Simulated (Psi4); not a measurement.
**One shape, several levels: CsBr (SMILES [Br][Cs])**

Wanted: a comparison of 3 runs (BHLYP/def2-TZVPP, M06-L/def2-TZVPP, wB97X/def2-TZVPP) of CsBr. 

The calculation is run with Psi4 1.11.

2 further runs of the same task are left out: 1 that didn't finish, 1 set aside as unsound or not needed.

### Step 1. The molecule

CsBr: 2 atoms, total charge 0, spin state singlet. As SMILES, `[Br][Cs]`. The Br1–Cs2 distance was set to 5.530 Å, away from the relaxed value.

### Step 2. A single-point energy at BHLYP/def2-TZVPP (core potential) (run 1)

job.in

```
memory 1600 MB

molecule {
  0 1
  Br     0.000000     0.000000    -2.457849
  Cs     0.000000     0.000000     3.072251
  symmetry c1
}

set reference rks
set puream true
set e_convergence 1e-09
set d_convergence 1e-08
set scf_type pk
set dft_radial_points 99
set dft_spherical_points 590

e, wfn = energy("bhhlyp/def2-TZVPP", return_wfn=True)
oeprop(wfn, "WIBERG_LOWDIN_INDICES", "MULLIKEN_CHARGES", "MAYER_INDICES", title="BHHLYP")
```

Run with:

```sh
$ psi4 -i job.in -o job.out -n 1
```

job.out:

```text
[...]
    !!!  WARNING: ECP capability is in beta. Please check occupations closely.  !!!
[...]
  Running in c1 symmetry.
[...]
  Nuclear repulsion =   30.142460599455710
[...]
  Multiplicity = 1
[...]
  Nalpha       = 22
  Nbeta        = 22
[...]
    Number of basis functions: 84
[...]
   @RKS iter   1: -2593.84982513048953   -1.86961e+00   1.79368e-02 DIIS/ADIIS
[...]
   @RKS iter  13: -2594.26888205148452   -1.59162e-11   2.41834e-09 DIIS
[...]
    Orbital Energies [Eh]
    ---------------------
    Doubly Occupied:
       1A   -485.389469     2A    -63.309239     3A    -56.948546
       4A    -56.948246     5A    -56.948246     6A     -8.926971
       7A     -6.668822     8A     -6.667823     9A     -6.667823
      10A     -2.643101    11A     -2.642796    12A     -2.642796
      13A     -2.641878    14A     -2.641877    15A     -1.253708
      16A     -0.685441    17A     -0.685441    18A     -0.682834
      19A     -0.650447    20A     -0.173524    21A     -0.171452
      22A     -0.171452
[...]
  @RKS Final Energy: -2594.26888205148452
   => Energetics <=
    Nuclear Repulsion Energy =             30.1424605994557098
    One-Electron Energy =               -3682.4695138439765287
    Two-Electron Energy =                1106.3028913769546762
    DFT Exchange-Correlation Energy =     -48.2447201839187656
    Empirical Dispersion Energy =           0.0000000000000000
    VV10 Nonlocal Energy =                  0.0000000000000000
    Total Energy =                      -2594.2688820514849795
[...]
 Multipole Moments:
 ------------------------------------------------------------------------------------
     Multipole            Electronic (a.u.)      Nuclear  (a.u.)        Total (a.u.)
 ------------------------------------------------------------------------------------
 L = 1.  Multiply by 2.5417464519 to convert [e a0] to [Debye]
 Dipole X            :          0.0000000            0.0000000            0.0000000
 Dipole Y            :         -0.0000000            0.0000000           -0.0000000
 Dipole Z            :        204.0566545         -194.4511301            9.6055244
 Magnitude           :                                                    9.6055244
[...]
  Mulliken Charges: (a.u.)
   Center  Symbol    Alpha    Beta     Spin     Total
       1    BR    17.94206 17.94206  0.00000 -0.88412
       2    CS     4.05794  4.05794  0.00000  0.88412
   Total alpha = 22.00000, Total beta = 22.00000, Total charge =  0.00000
  Mayer Bond Indices:
[...]
```

Wall time 13 s (1 thread of Intel Xeon at 2.50GHz (Skylake/Cascade Lake), shared host); peak memory 0.52 GiB.

### Step 3. Energy and gradient at M06-L/def2-TZVPP (core potential) (run 2)

job.json

```json
{
 "schema_name": "qcschema_input",
 "schema_version": 1,
 "molecule": {
  "schema_name": "qcschema_molecule",
  "schema_version": 2,
  "symbols": ["Br", "Cs"],
  "geometry": [0.0, 0.0, -4.64466147, 0.0, 0.0, 5.80571298],
  "molecular_charge": 0,
  "molecular_multiplicity": 1,
  "fix_symmetry": "c1",
  "fix_com": true,
  "fix_orientation": true
 },
 "driver": "gradient",
 "model": {
  "method": "m06-l",
  "basis": "def2-TZVPP"
 },
 "keywords": {
  "puream": true,
  "e_convergence": 1e-09,
  "d_convergence": 1e-08,
  "scf_type": "pk",
  "dft_radial_points": 99,
  "dft_spherical_points": 590,
  "scf_properties": ["DIPOLE", "QUADRUPOLE", "MAYER_INDICES"]
 }
}
```

Run with:

```sh
$ psi4 --qcschema job.json -n 1 --memory 1600MB
```

stdout:

```text
[...]
  Running in c1 symmetry.
[...]
  Nuclear repulsion =   30.142460589055734
[...]
  Multiplicity = 1
[...]
  Nalpha       = 22
  Nbeta        = 22
[...]
    Number of basis functions: 84
[...]
   @RKS iter   1: -2593.71574779192542   -1.52488e+00   2.01372e-02 ADIIS/DIIS
[...]
   @RKS iter  16: -2594.23584397313152   -9.54969e-11   6.03211e-09 DIIS
[...]
    Orbital Energies [Eh]
    ---------------------
    Doubly Occupied:
       1A   -481.910883     2A    -62.169853     3A    -55.874064
       4A    -55.873555     5A    -55.873555     6A     -8.494382
       7A     -6.260925     8A     -6.259231     9A     -6.259231
      10A     -2.333389    11A     -2.332973    12A     -2.332973
      13A     -2.331718    14A     -2.331715    15A     -1.101096
      16A     -0.591818    17A     -0.591818    18A     -0.589343
      19A     -0.518810    20A     -0.101975    21A     -0.097589
      22A     -0.097589
[...]
  @RKS Final Energy: -2594.23584397313152
   => Energetics <=
    Nuclear Repulsion Energy =             30.1424605890557338
    One-Electron Energy =               -3682.4147547184084033
    Two-Electron Energy =                1152.5565014548642466
    DFT Exchange-Correlation Energy =     -94.5200512986431534
    Empirical Dispersion Energy =           0.0000000000000000
    VV10 Nonlocal Energy =                  0.0000000000000000
    Total Energy =                      -2594.2358439731315229
[...]
 Multipole Moments:
 ------------------------------------------------------------------------------------
     Multipole            Electronic (a.u.)      Nuclear  (a.u.)        Total (a.u.)
 ------------------------------------------------------------------------------------
 L = 1.  Multiply by 2.5417464519 to convert [e a0] to [Debye]
 Dipole X            :         -0.0000000            0.0000000           -0.0000000
 Dipole Y            :         -0.0000000            0.0000000           -0.0000000
 Dipole Z            :        119.7715746         -110.3117346            9.4598400
 Magnitude           :                                                    9.4598400
 L = 2.  Multiply by 1.3450342976 to convert [e a0^2] to [Debye ang]
 Quadrupole XX       :        -29.8497721            0.0000000          -29.8497721
 Quadrupole XY       :          0.0000000            0.0000000            0.0000000
[...]
  -Total Gradient:
     Atom            X                  Y                   Z
    ------   -----------------  -----------------  -----------------
       1        0.000000000003     0.000000000001    -0.010439350859
       2       -0.000000000000    -0.000000000000     0.010886146662
[...]
```

The result, in JSON:

```text
{
 "driver": "gradient",
 "model": {
  "method": "m06-l",
  "basis": "def2-TZVPP"
 },
 "success": true,
 "return_result": [3.329019840999455e-12, 5.781174397019844e-13, -0.01043935085867613, -3.2951064938444267e-13, -1.8926915683551705e-13, 0.010886146661712144],
 "properties": {
  "calcinfo_nbasis": 84,
  "calcinfo_nmo": 84,
  "calcinfo_nalpha": 22,
  "calcinfo_nbeta": 22,
  "calcinfo_natom": 2,
  "nuclear_repulsion_energy": 30.142460589055734,
  "return_energy": -2594.2358439731315,
  "return_gradient": [3.329019840999455e-12, 5.781174397019844e-13, -0.01043935085867613, -3.2951064938444267e-13, -1.8926915683551705e-13, 0.010886146661712144],
  "scf_one_electron_energy": -3682.4147547184084,
  "scf_two_electron_energy": 1152.5565014548642,
  "scf_xc_energy": -94.52005129864315,
  "scf_dipole_moment": [-1.9853405637934932e-10, -5.6032964246496996e-11, 9.459839990501479],
  "scf_total_energy": -2594.2358439731315,
  "scf_total_gradient": [3.329019840999455e-12, 5.781174397019844e-13, -0.01043935085867613, -3.2951064938444267e-13, -1.8926915683551705e-13, 0.010886146661712144],
  "scf_iterations": 16
 }
}
```

Wall time 35 s (1 thread of Intel Xeon at 2.50GHz (Skylake/Cascade Lake), shared host); peak memory 0.79 GiB.

### Step 4. Energy and gradient at wB97X/def2-TZVPP (core potential) (run 3)

Changes to job.json since step 3:

```diff
@@ -16,3 +16,3 @@
  "model": {
-  "method": "m06-l",
+  "method": "wb97x",
   "basis": "def2-TZVPP"
@@ -26,3 +26,3 @@
   "dft_spherical_points": 590,
-  "scf_properties": ["DIPOLE", "QUADRUPOLE", "MAYER_INDICES"]
+  "scf_properties": ["DIPOLE", "MAYER_INDICES", "LOWDIN_CHARGES"]
  }
```

Run with:

```sh
$ psi4 --qcschema job.json -n 1 --memory 1600MB
```

stdout:

```text
[...]
    !!!  WARNING: ECP capability is in beta. Please check occupations closely.  !!!
[...]
  Running in c1 symmetry.
[...]
  Nuclear repulsion =   30.142460589055734
[...]
  Multiplicity = 1
[...]
  Nalpha       = 22
  Nbeta        = 22
[...]
    Number of basis functions: 84
[...]
   @RKS iter   1: -2593.94120123709808   -1.85072e+00   1.84079e-02 ADIIS/DIIS
[...]
   @RKS iter  12: -2594.36494342111610   -4.86580e-11   6.72950e-09 DIIS
[...]
    Orbital Energies [Eh]
    ---------------------
    Doubly Occupied:
       1A   -482.419916     2A    -62.298693     3A    -56.113026
       4A    -56.112685     5A    -56.112685     6A     -8.578257
       7A     -6.404442     8A     -6.403402     9A     -6.403402
      10A     -2.530122    11A     -2.529853    12A     -2.529853
      13A     -2.529042    14A     -2.529040    15A     -1.280683
      16A     -0.732025    17A     -0.732025    18A     -0.729562
      19A     -0.676139    20A     -0.217938    21A     -0.215644
      22A     -0.215644
[...]
  @RKS Final Energy: -2594.36494342111610
   => Energetics <=
    Nuclear Repulsion Energy =             30.1424605890557338
    One-Electron Energy =               -3682.1168945143003839
    Two-Electron Energy =                1131.6865751845220984
    DFT Exchange-Correlation Energy =     -74.0770846803933551
    Empirical Dispersion Energy =           0.0000000000000000
    VV10 Nonlocal Energy =                  0.0000000000000000
    Total Energy =                      -2594.3649434211160951
[...]
 Multipole Moments:
 ------------------------------------------------------------------------------------
     Multipole            Electronic (a.u.)      Nuclear  (a.u.)        Total (a.u.)
 ------------------------------------------------------------------------------------
 L = 1.  Multiply by 2.5417464519 to convert [e a0] to [Debye]
 Dipole X            :         -0.0000000            0.0000000           -0.0000000
 Dipole Y            :         -0.0000000            0.0000000           -0.0000000
 Dipole Z            :        120.0496205         -110.3117346            9.7378858
 Magnitude           :                                                    9.7378858
[...]
  -Total Gradient:
     Atom            X                  Y                   Z
    ------   -----------------  -----------------  -----------------
       1        0.000000000000    -0.000000000000    -0.011094294064
       2        0.000000000000     0.000000000000     0.008392277005
[...]
```

The result, in JSON:

```text
{
 "driver": "gradient",
 "model": {
  "method": "wb97x",
  "basis": "def2-TZVPP"
 },
 "success": true,
 "return_result": [1.1596263146910158e-13, -4.0938867767906744e-13, -0.011094294063509858, 1.094177748839905e-14, 4.302434864768593e-15, 0.008392277005353818],
 "properties": {
  "calcinfo_nbasis": 84,
  "calcinfo_nmo": 84,
  "calcinfo_nalpha": 22,
  "calcinfo_nbeta": 22,
  "calcinfo_natom": 2,
  "nuclear_repulsion_energy": 30.142460589055734,
  "return_energy": -2594.364943421116,
  "return_gradient": [1.1596263146910158e-13, -4.0938867767906744e-13, -0.011094294063509858, 1.094177748839905e-14, 4.302434864768593e-15, 0.008392277005353818],
  "scf_one_electron_energy": -3682.1168945143004,
  "scf_two_electron_energy": 1131.686575184522,
  "scf_xc_energy": -74.07708468039336,
  "scf_dipole_moment": [-1.4772417529716794e-11, -1.8172849957653126e-11, 9.737885835379402],
  "scf_total_energy": -2594.364943421116,
  "scf_total_gradient": [1.1596263146910158e-13, -4.0938867767906744e-13, -0.011094294063509858, 1.094177748839905e-14, 4.302434864768593e-15, 0.008392277005353818],
  "scf_iterations": 12
 }
}
```

Wall time 33 s (1 thread of Intel Xeon at 2.50GHz (Skylake/Cascade Lake), shared host); peak memory 0.57 GiB.

### Step 5. The series

```csv
run,level,task,energy (Eh),dipole moment (D),HOMO energy (eV),LUMO energy (eV),wall time
1,BHLYP/def2-TZVPP (core potential),energy,-2594.268882,24.41,-4.67,-2.18,13 s
2,M06-L/def2-TZVPP (core potential),gradient,-2594.235844,24.04,-2.66,-2.34,35 s
3,wB97X/def2-TZVPP (core potential),gradient,-2594.364943,24.75,-5.87,-1.01,33 s
```

### Step 6. What came out

| quantity | value |
| --- | --- |
| run 3: total energy | -2594.36494 Eh |
| run 3: dipole moment | 24.75 D |
| run 3: HOMO energy | -5.87 eV |
| run 3: LUMO energy | -1.01 eV |
| run 3: HOMO–LUMO gap | 4.85 eV |

The dipole moment (its size) runs from 24.04 D (M06-L/def2-TZVPP) to 24.75 D (wB97X/def2-TZVPP). The HOMO–LUMO gap runs from 0.32 eV (M06-L/def2-TZVPP) to 4.85 eV (wB97X/def2-TZVPP). Totals of different functionals can't be ranked against each other. All runs together took 81 s, the longest 35 s.
